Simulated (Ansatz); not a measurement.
# C11H21CuS: the cost of one run

The runs use Ansatz 0.2.0, Gaussian basis; the settings change from run to run.

3 further runs of the same task are left out: 3 that didn't finish.

### 1 The relaxed structure

An earlier PBE-D4/def2-SVP relaxation fixed the geometry.

SMILES `C=CCCCCCCCCC[S][Cu]`, 34 atoms, charge 0, spin multiplicity 1.

Atoms are counted from 1 here; the program's logs count them from 0.

Bond lengths: C1–C2 1.345 Å, C1–H14 1.101 Å, C1–H15 1.104 Å, C2–C3 1.504 Å, C2–H16 1.106 Å, C3–C4 1.543 Å, C3–H17 1.111 Å, C3–H18 1.115 Å, C4–C5 1.533 Å, C4–H19 1.113 Å, C4–H20 1.111 Å, C5–C6 1.535 Å, C5–H21 1.115 Å, C5–H22 1.111 Å, C6–C7 1.534 Å, C6–H23 1.113 Å, C6–H24 1.113 Å, C7–C8 1.535 Å and more. Angles: C2–C1–H14 121.7°, C2–C1–H15 121.3°, H14–C1–H15 117.0°, C1–C2–C3 125.1°, C1–C2–H16 118.3°, C3–C2–H16 116.6°, C2–C3–C4 114.4°, C2–C3–H17 109.1°, C2–C3–H18 109.1°, C4–C3–H17 109.2°, C4–C3–H18 108.3°, H17–C3–H18 106.4°, C3–C4–C5 114.7°, C3–C4–H19 108.9°, C3–C4–H20 108.0°, C5–C4–H19 109.3°, C5–C4–H20 109.6°, H19–C4–H20 106.0° and more.

### 2 B97M-V/def2-mTZVPP

Set apart from the defaults: coordinates scaled by 1.05.

Contents of in.yaml:

```yaml
crystal:
  periodic: [false, false, false]
  atoms:
    - {symbol: C, position_ang: [-6.084112, -0.598080, 0.629161]}
    - {symbol: C, position_ang: [-5.114280, 0.080713, -0.140784]}
    - {symbol: C, position_ang: [-4.112203, -0.605858, -1.149820]}
    - {symbol: C, position_ang: [-2.553817, -0.504817, -0.719491]}
    - {symbol: C, position_ang: [-1.961255, 0.991851, -0.688469]}
    - {symbol: C, position_ang: [-0.415119, 1.086898, -0.242822]}
    - {symbol: C, position_ang: [0.626458, 0.420051, -1.274694]}
    - {symbol: C, position_ang: [2.175890, 0.601812, -0.871368]}
    - {symbol: C, position_ang: [2.614844, -0.157733, 0.478137]}
    - {symbol: C, position_ang: [4.181051, -0.010272, 0.810199]}
    - {symbol: C, position_ang: [4.641805, -0.785937, 2.136901]}
    - {symbol: S, position_ang: [6.490049, -0.509928, 2.635475]}
    - {symbol: Cu, position_ang: [7.452691, -0.846244, 0.656478]}
    - {symbol: H, position_ang: [-6.782227, -0.036738, 1.360312]}
    - {symbol: H, position_ang: [-6.217635, -1.746675, 0.552279]}
    - {symbol: H, position_ang: [-5.027216, 1.233059, -0.025771]}
    - {symbol: H, position_ang: [-4.404260, -1.728195, -1.273210]}
    - {symbol: H, position_ang: [-4.234932, -0.115216, -2.205454]}
    - {symbol: H, position_ang: [-2.418295, -0.995157, 0.332691]}
    - {symbol: H, position_ang: [-1.931286, -1.156175, -1.460819]}
    - {symbol: H, position_ang: [-2.091378, 1.478663, -1.744738]}
    - {symbol: H, position_ang: [-2.597060, 1.643588, 0.041112]}
    - {symbol: H, position_ang: [-0.298146, 0.598001, 0.811868]}
    - {symbol: H, position_ang: [-0.129256, 2.211053, -0.101939]}
    - {symbol: H, position_ang: [0.399109, -0.720346, -1.389953]}
    - {symbol: H, position_ang: [0.451892, 0.885063, -2.332480]}
    - {symbol: H, position_ang: [2.418578, 1.741168, -0.765931]}
    - {symbol: H, position_ang: [2.844385, 0.218525, -1.749602]}
    - {symbol: H, position_ang: [2.338643, -1.291030, 0.389444]}
    - {symbol: H, position_ang: [1.997557, 0.247320, 1.383115]}
    - {symbol: H, position_ang: [4.471910, 1.115767, 0.911369]}
    - {symbol: H, position_ang: [4.818493, -0.416749, -0.088394]}
    - {symbol: H, position_ang: [4.028705, -0.401309, 3.054115]}
    - {symbol: H, position_ang: [4.420416, -1.927061, 2.043074]}
basis:
  gaussian: {orbitals: def2-mTZVPP}
hamiltonian: {xc: {name: B97M-V}}
scf: {omitted_lower_state_checks: [starts]}
output: {forces: true}
```

Run with:

```bash
> ansatz run in.yaml --threads 4 --pin off --events-out ev --progress --plain --max-ram 6963MiB
```

What time and memory should one allow on 4 threads of AMD EPYC 9R45, shared host?

About 18 s, with a peak of 1.2 GiB.
